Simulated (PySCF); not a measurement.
# Ways to converge the SCF of InN⁻

The same problem is solved with other solver options, one edit a run.

Computed with PySCF 2.14.0. Level: method and basis as typed in the scripts.

4 further runs of the same task are left out: 4 that didn't finish.

### 1 The system as given

InN⁻: 2 atoms, charge -1, spin multiplicity 2.

Bond lengths: In1–N2 2.038 Å.

### 2 The base run

The input, input.py:

```python
from pyscf import gto, scf, mp

mol = gto.M(
    atom='In 0 0 0; N 0 0 2.038',
    basis='crenbl',
    ecp={'In': 'crenbl', 'N': 'crenbl'},
    charge=-1,
    spin=1,
    verbose=4,
)
mf = scf.UHF(mol)
mf.kernel()
mp.MP2(mf).kernel()
mf.dip_moment()
print('orbital energies (hartree):', [e[max(0, n-3):n+3].round(4) for e, n in zip(mf.mo_energy, mol.nelec)])
```

On the command line:

```sh
$ OMP_NUM_THREADS=1 python input.py
```

Its log is not repeated here.

It gives: E(SCF) = -66.206696 Eh, E(MP2) − E(SCF) = -0.35795 Eh, ⟨S²⟩ = 0.852.

The bond length is a typed value, not an optimised one. The dipole of an ion depends on the origin.

### 3 Smearing width 0.005 hartree

Edit 1 changes smearing width: none → 0.005 hartree; step after the SCF: mp2 → none.

Changes to input.py since step 2:

```diff
@@ -1,2 +1,2 @@
-from pyscf import gto, scf, mp
+from pyscf import gto, scf
 
@@ -11,4 +11,4 @@
 mf = scf.UHF(mol)
+mf = scf.addons.smearing_(mf, sigma=0.005, method='fermi')
 mf.kernel()
-mp.MP2(mf).kernel()
 mf.dip_moment()
```

On the command line:

```sh
$ OMP_NUM_THREADS=1 python input.py
```

Standard output:

```text
PySCF version 2.14.0

[INPUT] verbose = 4
[INPUT] num. atoms = 2
[INPUT] num. electrons = 19
[INPUT] charge = -1
[INPUT] spin (= nelec alpha-beta = 2S) = 1
[INPUT] symmetry False subgroup None
[INPUT] Mole.unit = angstrom
[INPUT] Symbol           X                Y                Z      unit          X                Y                Z       unit  Magmom
[INPUT]  1 In     0.000000000000   0.000000000000   0.000000000000 AA    0.000000000000   0.000000000000   0.000000000000 Bohr   0.0
[INPUT]  2 N      0.000000000000   0.000000000000   2.038000000000 AA    0.000000000000   0.000000000000   3.851261841864 Bohr   0.0

nuclear repulsion = 16.8775852354269
number of shells = 18
number of NR pGTOs = 48
number of NR cGTOs = 48
basis = crenbl
ecp = {'In': 'crenbl', 'N': 'crenbl'}

******** <class 'pyscf.scf.smearing.SmearingUHF'> ********
method = SmearingUHF
initial guess = minao
damping factor = 0
level_shift factor = 0
DIIS = <class 'pyscf.scf.diis.CDIIS'>
diis_start_cycle = 1
diis_space = 8
diis_damp = 0
SCF conv_tol = 1e-09
SCF conv_tol_grad = None
SCF max_cycles = 50
direct_scf = True
direct_scf_tol = 1e-13
number electrons alpha = 10  beta = 9
Set gradient conv threshold to 3.16228e-05
init E= -59.7307639888597
    sigma = 0.005  Optimized mu = -0.418807049287  entropy = 2.04018505294
    Total E(T) = -65.7630814679992  Free energy = -65.7732823932639  E0 = -65.7681819306316
cycle= 1 E= -65.7630814679992  delta_E= -6.03  |g|= 1.56  |ddm|= 2.25
    sigma = 0.005  Optimized mu = 0.202034968292  entropy = 1.38629666391
    Total E(T) = -65.5767940093742  Free energy = -65.5837254926938  E0 = -65.580259751034
cycle= 2 E= -65.5767940093742  delta_E= 0.186  |g|= 1.69  |ddm|=  2.3
    sigma = 0.005  Optimized mu = 0.0140879138765  entropy = 1.38629436112
    Total E(T) = -65.9211775173436  Free energy = -65.9281089891492  E0 = -65.9246432532464
cycle= 3 E= -65.9211775173436  delta_E= -0.344  |g|= 1.08  |ddm|= 1.52
    sigma = 0.005  Optimized mu = 0.0651790225713  entropy = 1.38629436133
    Total E(T) = -66.0942592567806  Free energy = -66.1011907285873  E0 = -66.097724992684
cycle= 4 E= -66.0942592567806  delta_E= -0.173  |g|= 0.036  |ddm|= 0.421
    sigma = 0.005  Optimized mu = 0.0758256415745  entropy = 1.38629436113
    Total E(T) = -66.0952185843984  Free energy = -66.1021500562041  E0 = -66.0986843203012
cycle= 5 E= -66.0952185843984  delta_E= -0.000959  |g|= 0.0325  |ddm|= 0.0899
    sigma = 0.005  Optimized mu = 0.0776397083065  entropy = 1.38629436113
    Total E(T) = -66.0957341375976  Free energy = -66.1026656094032  E0 = -66.0991998735004
cycle= 6 E= -66.0957341375976  delta_E= -0.000516  |g|= 0.0119  |ddm|= 0.0336
    sigma = 0.005  Optimized mu = 0.0806230255662  entropy = 1.38629436113
    Total E(T) = -66.096008747834  Free energy = -66.1029402196397  E0 = -66.0994744837369
cycle= 7 E= -66.096008747834  delta_E= -0.000275  |g|= 0.00429  |ddm|= 0.041
    sigma = 0.005  Optimized mu = 0.0843477308954  entropy = 1.38629436114
    Total E(T) = -66.0961010995199  Free energy = -66.1030325713256  E0 = -66.0995668354227
cycle= 8 E= -66.0961010995199  delta_E= -9.24e-05  |g|= 0.00157  |ddm|= 0.0445
    sigma = 0.005  Optimized mu = 0.0850392839643  entropy = 1.38629436115
    Total E(T) = -66.0961046200104  Free energy = -66.1030360918161  E0 = -66.0995703559132
cycle= 9 E= -66.0961046200104  delta_E= -3.52e-06  |g|= 0.000536  |ddm|= 0.0102
    sigma = 0.005  Optimized mu = 0.0850299809852  entropy = 1.38629436115
    Total E(T) = -66.0961046819312  Free energy = -66.1030361537369  E0 = -66.099570417834
cycle= 10 E= -66.0961046819312  delta_E= -6.19e-08  |g|= 4.31e-05  |ddm|= 0.00052
    sigma = 0.005  Optimized mu = 0.0850340434975  entropy = 1.38629436115
    Total E(T) = -66.0961046823333  Free energy = -66.103036154139  E0 = -66.0995704182362
cycle= 11 E= -66.0961046823333  delta_E= -4.02e-10  |g|= 9.12e-06  |ddm|= 6.23e-05
    sigma = 0.005  Optimized mu = 0.0850334271267  entropy = 1.38629436115
    Total E(T) = -66.096104682342  Free energy = -66.1030361541478  E0 = -66.0995704182449
Extra cycle  E= -66.096104682342  delta_E= -8.71e-12  |g|= 9.43e-06  |ddm|= 8.25e-06
converged SCF energy = -66.096104682342  <S^2> = -3.5527137e-15  2S+1 = 1

WARN: System has nonzero charge -1; the dipole moment is origin-dependent.
Location of origin: [0. 0. 0.]

Dipole moment(X, Y, Z, Debye): -0.00000, -0.00000, -6.28179
orbital energies (hartree): [array([-0.0862, -0.0862,  0.085 ,  0.2304,  0.2304,  0.2959]), array([-0.1799, -0.0862, -0.0862,  0.085 ,  0.2304,  0.2304])]
```

Wall time 0.57 s (1 thread of Intel Xeon 6975P-C, shared host).

This run: E(SCF) = -66.096105 Eh, 11 cycles, ⟨S²⟩ = 0.000.

Smearing with one chemical potential does not keep the typed spin. The energy is that at the smeared occupations, without the entropy term. Smearing with one chemical potential need not keep the typed spin, and ⟨S²⟩ has no meaning at fractional occupations. Both spins end with the same levels: the smearing has lost the typed open shell.

### 4 Second-order solver on

Edit 2 changes second-order solver: off → on.

Changes to input.py since step 2:

```diff
@@ -11,2 +11,3 @@
 mf = scf.UHF(mol)
+mf = mf.newton()
 mf.kernel()
```

On the command line:

```sh
$ OMP_NUM_THREADS=1 python input.py
```

Standard output:

```text
PySCF version 2.14.0

[INPUT] verbose = 4
[INPUT] num. atoms = 2
[INPUT] num. electrons = 19
[INPUT] charge = -1
[INPUT] spin (= nelec alpha-beta = 2S) = 1
[INPUT] symmetry False subgroup None
[INPUT] Mole.unit = angstrom
[INPUT] Symbol           X                Y                Z      unit          X                Y                Z       unit  Magmom
[INPUT]  1 In     0.000000000000   0.000000000000   0.000000000000 AA    0.000000000000   0.000000000000   0.000000000000 Bohr   0.0
[INPUT]  2 N      0.000000000000   0.000000000000   2.038000000000 AA    0.000000000000   0.000000000000   3.851261841864 Bohr   0.0

nuclear repulsion = 16.8775852354269
number of shells = 18
number of NR pGTOs = 48
number of NR cGTOs = 48
basis = crenbl
ecp = {'In': 'crenbl', 'N': 'crenbl'}

******** <class 'pyscf.soscf.newton_ah.SecondOrderUHF'> ********
method = SecondOrderUHF
initial guess = minao
damping factor = 0
level_shift factor = 0
DIIS = <class 'pyscf.scf.diis.CDIIS'>
diis_start_cycle = 1
diis_space = 8
diis_damp = 0
SCF conv_tol = 1e-09
SCF conv_tol_grad = None
SCF max_cycles = 50
direct_scf = True
direct_scf_tol = 1e-13
number electrons alpha = 10  beta = 9
******** <class 'pyscf.scf.uhf.UHF'> Newton solver flags ********
SCF tol = 1e-09
conv_tol_grad = None
max. SCF cycles = 50
direct_scf = True
direct_scf_tol = 1e-13
max_cycle_inner = 12
max_stepsize = 0.05
ah_start_tol = 1e+09
ah_level_shift = 0
ah_conv_tol = 1e-12
ah_lindep = 1e-14
ah_start_cycle = 1
ah_max_cycle = 40
ah_grad_trust_region = 2.5
kf_interval = 4
kf_trust_region = 5
canonicalization = True
Set conv_tol_grad to 3.16228e-05
[... the frontier-level lines of each cycle are left out ...]

Initial guess E= -65.8836183345278  |g|= 0.889826
macro= 0  E= -66.2166255500576  delta_E= -0.333007  |g|= 0.136809  3 KF 18 JK
macro= 1  E= -66.2584888770403  delta_E= -0.0418633  |g|= 0.00793533  4 KF 14 JK
macro= 2  E= -66.2585042810905  delta_E= -1.54041e-05  |g|= 2.57115e-05  3 KF 13 JK
macro= 3  E= -66.2585042810903  delta_E= 1.7053e-13  |g|= 4.52138e-06  1 KF 2 JK
Canonicalize SCF orbitals
macro X = 4  E=-66.2585042810903  |g|= 4.52138e-06  total 12 KF 52 JK
converged SCF energy = -66.2585042810903  <S^2> = 2.1376492  2S+1 = 3.090404

******** <class 'pyscf.mp.ump2.UMP2'> ********
nocc = (np.int64(10), np.int64(9)), nmo = (48, 48)
E(UMP2) = -66.5369933198417  E_corr = -0.278489038751398
E(SCS-UMP2) = -66.513862296645  E_corr = -0.255358015554713
E_corr(same-spin) = -0.0909563434003433
E_corr(oppo-spin) = -0.187532695351054

WARN: System has nonzero charge -1; the dipole moment is origin-dependent.
Location of origin: [0. 0. 0.]

Dipole moment(X, Y, Z, Debye): -0.00000, -0.00000, -1.83006
orbital energies (hartree): [array([-0.3369, -0.3369, -0.1133,  0.2435,  0.2435,  0.2796]), array([-0.1808, -0.0277, -0.0277,  0.229 ,  0.2908,  0.2908])]
```

Run time: 0.73 s. Hardware: 1 thread of Intel Xeon 6975P-C, shared host.

Result: E(SCF) = -66.258504 Eh (-1.4098 eV from the base), 4 macro-iterations, E(MP2) − E(SCF) = -0.27849 Eh, ⟨S²⟩ = 2.138.

⟨S²⟩ = 2.14 against 0.75 for a pure state: the determinant is spin-contaminated.

### 5 DIIS space 20

Edit 3 changes DIIS space: default → 20.

Changes to input.py since step 2:

```diff
@@ -11,2 +11,3 @@
 mf = scf.UHF(mol)
+mf.diis_space = 20
 mf.kernel()
```

On the command line:

```sh
$ OMP_NUM_THREADS=1 python input.py
```

Standard output:

```text
PySCF version 2.14.0

[INPUT] verbose = 4
[INPUT] num. atoms = 2
[INPUT] num. electrons = 19
[INPUT] charge = -1
[INPUT] spin (= nelec alpha-beta = 2S) = 1
[INPUT] symmetry False subgroup None
[INPUT] Mole.unit = angstrom
[INPUT] Symbol           X                Y                Z      unit          X                Y                Z       unit  Magmom
[INPUT]  1 In     0.000000000000   0.000000000000   0.000000000000 AA    0.000000000000   0.000000000000   0.000000000000 Bohr   0.0
[INPUT]  2 N      0.000000000000   0.000000000000   2.038000000000 AA    0.000000000000   0.000000000000   3.851261841864 Bohr   0.0

nuclear repulsion = 16.8775852354269
number of shells = 18
number of NR pGTOs = 48
number of NR cGTOs = 48
basis = crenbl
ecp = {'In': 'crenbl', 'N': 'crenbl'}

******** <class 'pyscf.scf.uhf.UHF'> ********
method = UHF
initial guess = minao
damping factor = 0
level_shift factor = 0
DIIS = <class 'pyscf.scf.diis.CDIIS'>
diis_start_cycle = 1
diis_space = 20
diis_damp = 0
SCF conv_tol = 1e-09
SCF conv_tol_grad = None
SCF max_cycles = 50
direct_scf = True
direct_scf_tol = 1e-13
number electrons alpha = 10  beta = 9
Set gradient conv threshold to 3.16228e-05
init E= -59.7307639888597
[... the frontier-level lines of each cycle are left out ...]

cycle= 1 E= -65.8836183345278  delta_E= -6.15  |g|= 0.89  |ddm|= 2.34
cycle= 2 E= -65.8258151827069  delta_E= 0.0578  |g|= 0.819  |ddm|= 1.98
cycle= 3 E= -66.1333601992188  delta_E= -0.308  |g|= 0.358  |ddm|= 0.943
cycle= 4 E= -66.2066859112089  delta_E= -0.0733  |g|= 0.0394  |ddm|= 0.287
cycle= 5 E= -66.2113968052943  delta_E= -0.00471  |g|= 0.0305  |ddm|= 0.137
cycle= 6 E= -66.2153625891506  delta_E= -0.00397  |g|= 0.0295  |ddm|= 0.0888
cycle= 7 E= -66.2161156824322  delta_E= -0.000753  |g|= 0.0303  |ddm|= 0.013
cycle= 8 E= -66.2074031438435  delta_E= 0.00871  |g|= 0.0235  |ddm|= 0.205
cycle= 9 E= -66.2068784797179  delta_E= 0.000525  |g|= 0.0061  |ddm|= 0.0988
cycle= 10 E= -66.2066766202698  delta_E= 0.000202  |g|= 0.00547  |ddm|= 0.0587
cycle= 11 E= -66.2066831122897  delta_E= -6.49e-06  |g|= 0.00347  |ddm|= 0.0202
cycle= 12 E= -66.2066964135367  delta_E= -1.33e-05  |g|= 0.000821  |ddm|= 0.011
cycle= 13 E= -66.2066963319464  delta_E= 8.16e-08  |g|= 0.000394  |ddm|= 0.00425
cycle= 14 E= -66.2066964654528  delta_E= -1.34e-07  |g|= 0.000177  |ddm|= 0.0018
cycle= 15 E= -66.2066964401857  delta_E= 2.53e-08  |g|= 0.000137  |ddm|= 0.00069
cycle= 16 E= -66.2066964497585  delta_E= -9.57e-09  |g|= 4.34e-05  |ddm|= 0.00031
cycle= 17 E= -66.206696451286  delta_E= -1.53e-09  |g|= 1.34e-05  |ddm|= 0.000105
cycle= 18 E= -66.206696451354  delta_E= -6.8e-11  |g|= 3.24e-06  |ddm|= 4.12e-05
Extra cycle  E= -66.2066964513511  delta_E= 2.94e-12  |g|= 4.46e-06  |ddm|= 7.1e-06
converged SCF energy = -66.2066964513511  <S^2> = 0.85214461  2S+1 = 2.0996615

******** <class 'pyscf.mp.ump2.UMP2'> ********
nocc = (np.int64(10), np.int64(9)), nmo = (48, 48)
E(UMP2) = -66.5646492248148  E_corr = -0.357952773463749
E(SCS-UMP2) = -66.5447274535942  E_corr = -0.33803100224313
E_corr(same-spin) = -0.105591145284656
E_corr(oppo-spin) = -0.252361628179093

WARN: System has nonzero charge -1; the dipole moment is origin-dependent.
Location of origin: [0. 0. 0.]

Dipole moment(X, Y, Z, Debye):  0.00000, -0.00000, -5.87649
orbital energies (hartree): [array([-0.116 , -0.062 , -0.062 ,  0.2366,  0.2366,  0.2784]), array([-0.1404, -0.1038, -0.1038,  0.2342,  0.2342,  0.2579])]
```

Run time: 0.92 s. Hardware: 1 thread of Intel Xeon 6975P-C, shared host.

This run: E(SCF) = -66.206696 Eh (no change), 18 cycles, E(MP2) − E(SCF) = -0.35795 Eh, ⟨S²⟩ = 0.852.

### 6 Point-group symmetry on

Edit 4 changes point-group symmetry: off → on.

Changes to input.py since step 2:

```diff
@@ -8,2 +8,3 @@
     spin=1,
+    symmetry=True,
     verbose=4,
```

On the command line:

```sh
$ OMP_NUM_THREADS=1 python input.py
```

Standard output:

```text
[lines on the frontier levels of each cycle are left out]
PySCF version 2.14.0

[INPUT] verbose = 4
[INPUT] num. atoms = 2
[INPUT] num. electrons = 19
[INPUT] charge = -1
[INPUT] spin (= nelec alpha-beta = 2S) = 1
[INPUT] symmetry True subgroup None
[INPUT] Mole.unit = angstrom
[INPUT] Symbol           X                Y                Z      unit          X                Y                Z       unit  Magmom
[INPUT]  1 In     0.000000000000   0.000000000000   0.000000000000 AA    0.000000000000   0.000000000000   0.000000000000 Bohr   0.0
[INPUT]  2 N      0.000000000000   0.000000000000   2.038000000000 AA    0.000000000000   0.000000000000   3.851261841864 Bohr   0.0

nuclear repulsion = 16.8775852354269
point group symmetry = Coov
symmetry origin: [0.         0.         0.48140773]
symmetry axis x: [1. 0. 0.]
symmetry axis y: [0. 1. 0.]
symmetry axis z: [0. 0. 1.]
num. orbitals of irrep A1 = 18
num. orbitals of irrep E1x = 11
num. orbitals of irrep E1y = 11
num. orbitals of irrep E2x = 4
num. orbitals of irrep E2y = 4
number of shells = 18
number of NR pGTOs = 48
number of NR cGTOs = 48
basis = crenbl
ecp = {'In': 'crenbl', 'N': 'crenbl'}

******** <class 'pyscf.scf.uhf_symm.SymAdaptedUHF'> ********
method = SymAdaptedUHF
initial guess = minao
damping factor = 0
level_shift factor = 0
DIIS = <class 'pyscf.scf.diis.CDIIS'>
diis_start_cycle = 1
diis_space = 8
diis_damp = 0
SCF conv_tol = 1e-09
SCF conv_tol_grad = None
SCF max_cycles = 50
direct_scf = True
direct_scf_tol = 1e-13
number electrons alpha = 10  beta = 9
Freeze 0 electrons in irreps []
    19 free electrons in irreps A1 E1x E1y E2x E2y
Set gradient conv threshold to 3.16228e-05
init E= -59.7307639888597

cycle= 1 E= -65.8836183345279  delta_E= -6.15  |g|= 0.89  |ddm|= 2.34
cycle= 2 E= -65.8258151827068  delta_E= 0.0578  |g|= 0.819  |ddm|= 1.98
cycle= 3 E= -66.1333601992187  delta_E= -0.308  |g|= 0.358  |ddm|= 0.943
cycle= 4 E= -66.206685911209  delta_E= -0.0733  |g|= 0.0394  |ddm|= 0.287
cycle= 5 E= -66.2113968052943  delta_E= -0.00471  |g|= 0.0305  |ddm|= 0.137
cycle= 6 E= -66.2153625891506  delta_E= -0.00397  |g|= 0.0295  |ddm|= 0.0888
cycle= 7 E= -66.2161156824321  delta_E= -0.000753  |g|= 0.0303  |ddm|= 0.013
cycle= 8 E= -66.2074031438435  delta_E= 0.00871  |g|= 0.0235  |ddm|= 0.205
cycle= 9 E= -66.206878479718  delta_E= 0.000525  |g|= 0.0061  |ddm|= 0.0988
cycle= 10 E= -66.2066750150261  delta_E= 0.000203  |g|= 0.00563  |ddm|= 0.0583
cycle= 11 E= -66.206683305719  delta_E= -8.29e-06  |g|= 0.0034  |ddm|= 0.0204
cycle= 12 E= -66.2066963822941  delta_E= -1.31e-05  |g|= 0.000799  |ddm|= 0.011
cycle= 13 E= -66.2066961357358  delta_E= 2.47e-07  |g|= 0.000661  |ddm|= 0.00337
cycle= 14 E= -66.2066964788478  delta_E= -3.43e-07  |g|= 0.00011  |ddm|= 0.00221
cycle= 15 E= -66.2066964493758  delta_E= 2.95e-08  |g|= 7.97e-05  |ddm|= 0.000991
cycle= 16 E= -66.2066964507278  delta_E= -1.35e-09  |g|= 3.4e-05  |ddm|= 0.000233
cycle= 17 E= -66.206696451218  delta_E= -4.9e-10  |g|= 8.06e-06  |ddm|= 0.000152
Extra cycle  E= -66.2066964512674  delta_E= -4.94e-11  |g|= 9.19e-06  |ddm|= 2.45e-05
converged SCF energy = -66.2066964512674  <S^2> = 0.85216062  2S+1 = 2.0996768

******** <class 'pyscf.mp.ump2.UMP2'> ********
nocc = (np.int64(10), np.int64(9)), nmo = (48, 48)
E(UMP2) = -66.5646495150422  E_corr = -0.357953063774799
E(SCS-UMP2) = -66.5447275406422  E_corr = -0.338031089374824
E_corr(same-spin) = -0.105591446717233
E_corr(oppo-spin) = -0.252361617057566

WARN: System has nonzero charge -1; the dipole moment is origin-dependent.
Location of origin: [0. 0. 0.]

Dipole moment(X, Y, Z, Debye):  0.00000,  0.00000, -5.87655
orbital energies (hartree): [array([-0.1161, -0.062 , -0.062 ,  0.2366,  0.2366,  0.2784]), array([-0.1404, -0.1038, -0.1038,  0.2342,  0.2342,  0.2579])]
```

It took 0.62 s on 1 thread of Intel Xeon 6975P-C, shared host.

This run: E(SCF) = -66.206696 Eh (no change), E(MP2) − E(SCF) = -0.35795 Eh, ⟨S²⟩ = 0.852.

### 7 Comparison

| run | E(SCF) (hartree) | from base (eV) | cycles | gap, α spin (eV) | after the SCF |
| --- | --- | --- | --- | --- | --- |
| base | -66.206696 | 0 | 17 | 8.13 | MP2 correlation -9.740 eV |
| smearing width 0.005 hartree | -66.096105 | not comparable | 11 | n/a | n/a |
| second-order solver on | -66.258504 | -1.4098 | 4 macro | 9.71 | MP2 correlation -7.578 eV |
| DIIS space 20 | -66.206696 | 0.0000 | 18 | 8.13 | MP2 correlation -9.740 eV |
| point-group symmetry on | -66.206696 | 0.0000 | 17 | 8.13 | MP2 correlation -9.740 eV |

Wall time on 1 thread of Intel Xeon 6975P-C, shared host, start-up included: base 0.73 s; smearing width 0.005 hartree 0.57 s; second-order solver on 0.73 s; DIIS space 20 0.92 s; point-group symmetry on 0.62 s.

Distance from each run's final energy (log10 hartree) by cycle:

| run | cycle 1 | cycle 2 | cycle 3 | cycle 5 | cycle 8 | cycle 12 |
| --- | --- | --- | --- | --- | --- | --- |
| base | -0.5 | -0.4 | -1.1 | -2.3 | -3.2 | -7.2 |
| smearing width 0.005 hartree | -0.5 | -0.3 | -0.8 | -3.1 | -5.4 | done |
| second-order solver on | -1.4 | -4.8 | < -11 | done | done | done |
| DIIS space 20 | -0.5 | -0.4 | -1.1 | -2.3 | -3.2 | -7.4 |
| point-group symmetry on | -0.5 | -0.4 | -1.1 | -2.3 | -3.2 | -7.2 |

No change of the SCF energy comes from DIIS space 20 or point-group symmetry on. With second-order solver on the SCF ends in another solution, 1.41 eV lower: the path to self-consistency decides the state here. With DIIS space 20, point-group symmetry on the path hardly changes: 17 to 18 cycles against 17.
